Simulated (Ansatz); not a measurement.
# BrF6S: the cost of one run

Program: Ansatz 0.2.0, Gaussian basis. Level of theory: RKS PBE-D4/def2-SVPD. These are calculated values, not measurements.

Levels: PBE-D4, revPBE-D4, BLYP-D4, r2SCAN-D4, B97M-V, PBE0-D4, B3LYP-D4, HSE06-D4, wB97X-V, wB97M-V, B2PLYP, Hartree-Fock, MP2, CCSD, CCSD(T). The reference is CCSD(T) extrapolated to the basis limit. For elements past Ar these valence bases correlate outer-core shells poorly and lack relativity, so that limit is rough.

Cores are frozen in the correlated methods. Filled d shells of the heavier atoms are correlated. B3LYP uses VWN-RPA correlation. B2PLYP carries no dispersion term here.

37 further runs of the same task are left out: 37 set aside as unsound or not needed.

### 1 Where the work starts

The pair, from a GFN2-xTB docking trial: 8 atoms, charge -1, spin multiplicity 1.

Atoms are counted from 1 here; the program's logs count them from 0.

Bond lengths: F2–S3 1.732 Å, S3–F4 1.737 Å, S3–F5 1.725 Å, S3–F6 1.736 Å, S3–F7 1.731 Å, S3–F8 1.736 Å. Angles: F2–S3–F4 89.5°, F2–S3–F5 90.5°, F2–S3–F6 179.0°, F2–S3–F7 90.2°, F2–S3–F8 89.7°, F4–S3–F5 179.8°, F4–S3–F6 89.6°, F4–S3–F7 89.5°, F4–S3–F8 89.3°, F5–S3–F6 90.4°, F5–S3–F7 90.8°, F5–S3–F8 90.5°, F6–S3–F7 90.3°, F6–S3–F8 89.8°, F7–S3–F8 178.8°.

As a file:

```xyz
8
charge -1, multiplicity 1
Br   -0.0848   -0.0495   -4.1160
F    -0.5741   -1.6018    0.3265
S     0.0106    0.0095    0.5768
F    -0.2877   -0.1638    2.2787
F     0.3123    0.1779   -1.1128
F     0.6054    1.6167    0.8568
F    -1.5938    0.6285    0.3753
F     1.6120   -0.6176    0.8148
```

Atoms 1 to 1 are fragment A (Br−), the rest fragment B (SF6).

### 2 A first relaxation in a small basis

File pre/in.yaml:

```yaml
crystal:
  periodic: [false, false, false]
  atoms:
    - {symbol: Br, position_ang: [-0.084800, -0.049500, -4.116000]}
    - {symbol: F, position_ang: [-0.574100, -1.601800, 0.326500]}
    - {symbol: S, position_ang: [0.010600, 0.009500, 0.576800]}
    - {symbol: F, position_ang: [-0.287700, -0.163800, 2.278700]}
    - {symbol: F, position_ang: [0.312300, 0.177900, -1.112800]}
    - {symbol: F, position_ang: [0.605400, 1.616700, 0.856800]}
    - {symbol: F, position_ang: [-1.593800, 0.628500, 0.375300]}
    - {symbol: F, position_ang: [1.612000, -0.617600, 0.814800]}
basis:
  gaussian: {orbitals: def2-SVPD}
total_charge: -1
hamiltonian: {xc: pbe, dispersion: d4}
relax: {f_tol: 0.03, max_steps: 250}
```

Started as:

```sh
> ansatz run in.yaml --threads 2 --pin off --events-out ev --progress --plain --max-ram 22528MiB --backend cpu
```

What time and memory should one allow on 2 threads of AMD EPYC 7R13, shared host?

About 56 s, with a peak of 0.44 GiB.
